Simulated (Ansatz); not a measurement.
**BeC: from a guess to a relaxed structure**

Where does this trial cell of BeC go when cell and atoms are let free?

Method: DFT PBE, scalar-relativistic, plane waves, PAW, in Ansatz 0.2.0.

## Step 1: Starting point

It takes space group P6_3/mmc (No. 194, hexagonal). Conventional cell: a = 2.845 Å, b = 2.845 Å, c = 9.375 Å, α = 90.00°, β = 90.00°, γ = 120.00°. Be (site symmetry -6m2) is surrounded by 6 C at 2.02 Å. Be (site symmetry -3m) has 6 C at 2.02 Å as nearest neighbours. C (site symmetry 3m) is surrounded by 6 Be at 2.02 Å.

Structure file:

```
Be C
1.0
     2.84504    0.00000    0.00000
    -1.42252    2.46387    0.00000
     0.00000    0.00000    9.37490
Be C
4 4
Direct
  0.66667 0.33333 0.75000
  0.00000 0.00000 0.00000
  0.33333 0.66667 0.25000
  0.00000 0.00000 0.50000
  0.33333 0.66667 0.87500
  0.66667 0.33333 0.12500
  0.66667 0.33333 0.37500
  0.33333 0.66667 0.62500
```

The cell is invented: close-packed metal layers stacked ABCB|A, with sites between them filled layer by layer (P6_3/mmc, No. 194). Its size is a rough estimate.

## Step 2: The guess as it stands, on a coarse mesh

input.yaml

```yaml
crystal:
  lattice:
    - [2.84503595, 0.0, 0.0]
    - [-1.42251798, 2.46387341, 0.0]
    - [0.0, 0.0, 9.37490345]
  atoms:
    - { symbol: Be, position: [0.66666667, 0.33333333, 0.75] }
    - { symbol: Be, position: [0.0, 0.0, 0.0] }
    - { symbol: Be, position: [0.33333333, 0.66666667, 0.25] }
    - { symbol: Be, position: [0.0, 0.0, 0.5] }
    - { symbol: C, position: [0.33333333, 0.66666667, 0.875] }
    - { symbol: C, position: [0.66666667, 0.33333333, 0.125] }
    - { symbol: C, position: [0.66666667, 0.33333333, 0.375] }
    - { symbol: C, position: [0.33333333, 0.66666667, 0.625] }
basis:
  ecutwfc: 420
kpoints:
  mp_grid: { grid: [6, 6, 2] }
hamiltonian:
  xc: pbe
scf:
  occupations: { method: gaussian, width: 0.1 }
  lower_state_search: "off"
output:
  forces: true
  stress: true
  eigenvalues: true
```

Started as:

```console
> ansatz run input.yaml --threads 1 --pin off --max-ram 2048MiB --backend cpu --events-out ev --progress --plain --runs-dir out
```

Further runs follow: spin check on a coarse mesh; coarse relaxation; final relaxation.

Q: Predict the outcome of this session. Wanted: conventional cell; volume; energy over the elements; gap on the mesh.

**Answer**, as computed:

| quantity | value |
| --- | --- |
| symmetry at the end (tolerance 0.05 Å) | space group P6_3/mmc (No. 194) |
| conventional cell | a = 2.899 Å, b = 2.899 Å, c = 7.831 Å, α = 90.00°, β = 90.00°, γ = 120.00° |
| volume | 7.12 Å³/atom |
| energy over the elements | +0.41 eV/atom |
| gap on the mesh | none (metal) |

What this shows: The space group P6_3/mmc (No. 194) is kept, and the volume per atom shrinks by 13.3 % from the first guess. With a positive formation energy it can't be a ground state. No finished test with a distortion of lower symmetry is shown, so the end may be a saddle point. Other magnetic orders were not searched.
